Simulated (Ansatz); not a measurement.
# Cl2FH2HfN: small, medium and large basis sets

An exercise on one series of results from a longer session: the logs are not shown, and one member is left open.

The runs use Ansatz 0.2.0, Gaussian basis; one geometry, several basis sets.

Plan: PBE0-D4/def2-SVP; ωB97M-V/def2-SVP; PBE0-D4/def2-QZVPP; ωB97M-V/def2-QZVPP; the functionals' def2-TZVPP values are taken from earlier runs.

## The geometry

All runs share one geometry, relaxed beforehand with PBE0-D4 in a triple-zeta def2 set. Hf takes the def2 core potential; no spin-orbit term is included.

7 atoms, charge 0, spin multiplicity 1.

Atoms are counted from 1 here; the program's logs count them from 0.

Bond lengths: N1–Hf2 2.001 Å, N1–H6 1.011 Å, N1–H7 1.011 Å, Hf2–F3 1.892 Å, Hf2–Cl4 2.349 Å, Hf2–Cl5 2.349 Å. Angles: Hf2–N1–H6 125.8°, Hf2–N1–H7 125.2°, H6–N1–H7 109.0°, N1–Hf2–F3 105.6°, N1–Hf2–Cl4 109.0°, N1–Hf2–Cl5 109.0°, F3–Hf2–Cl4 111.9°, F3–Hf2–Cl5 111.9°, Cl4–Hf2–Cl5 109.3°.

Coordinates:

```xyz
7
charge 0, multiplicity 1
N    -0.11344    1.25105    0.05883
Hf   -0.00934   -0.74233   -0.07696
F    -1.68851   -1.29463   -0.75022
Cl    0.41809   -1.63313    2.05416
Cl    1.74766   -1.32065   -1.52485
H     0.62313    1.86059    0.38806
H    -0.91628    1.81111   -0.19461
```

The first run:

in.yaml

```yaml
crystal:
  periodic: [false, false, false]
  atoms:
    - {symbol: N, position_ang: [-0.113441, 1.251052, 0.058827]}
    - {symbol: Hf, position_ang: [-0.009344, -0.742334, -0.076959]}
    - {symbol: F, position_ang: [-1.688510, -1.294630, -0.750222]}
    - {symbol: Cl, position_ang: [0.418086, -1.633134, 2.054159]}
    - {symbol: Cl, position_ang: [1.747659, -1.320651, -1.524853]}
    - {symbol: H, position_ang: [0.623128, 1.860586, 0.388062]}
    - {symbol: H, position_ang: [-0.916279, 1.811111, -0.194614]}
basis:
  gaussian: {orbitals: def2-SVP}
hamiltonian: {xc: pbe0, dispersion: d4}
output: {orbitals: {seedname: orbitals}}
```

The run is started by

```console
> ansatz run in.yaml --threads 4 --pin off --events-out ev --progress --plain --max-ram 10444MiB
```

Among the steps run: PBE0-D4 in def2-SVP; ωB97M-V in def2-SVP; PBE0-D4 in def2-QZVPP; ωB97M-V in def2-QZVPP.

One table of the session follows, with a row left open; its other results are not shown here.

| functional | basis | HOMO (eV) |
| --- | --- | --- |
| PBE0-D4 | def2-SVP | -8.25 |
| PBE0-D4 | def2-TZVPP | -8.29 |
| PBE0-D4 | def2-QZVPP | ? |
| ωB97M-V | def2-SVP | -10.52 |
| ωB97M-V | def2-TZVPP | -10.59 |
| ωB97M-V | def2-QZVPP | -10.63 |

Q: Estimate the row for PBE0-D4, def2-QZVPP from the others.

**Answer.** HOMO (eV): -8.32. In the column «HOMO (eV)» it lies between ωB97M-V, def2-SVP (-10.52) and PBE0-D4, def2-TZVPP (-8.29).
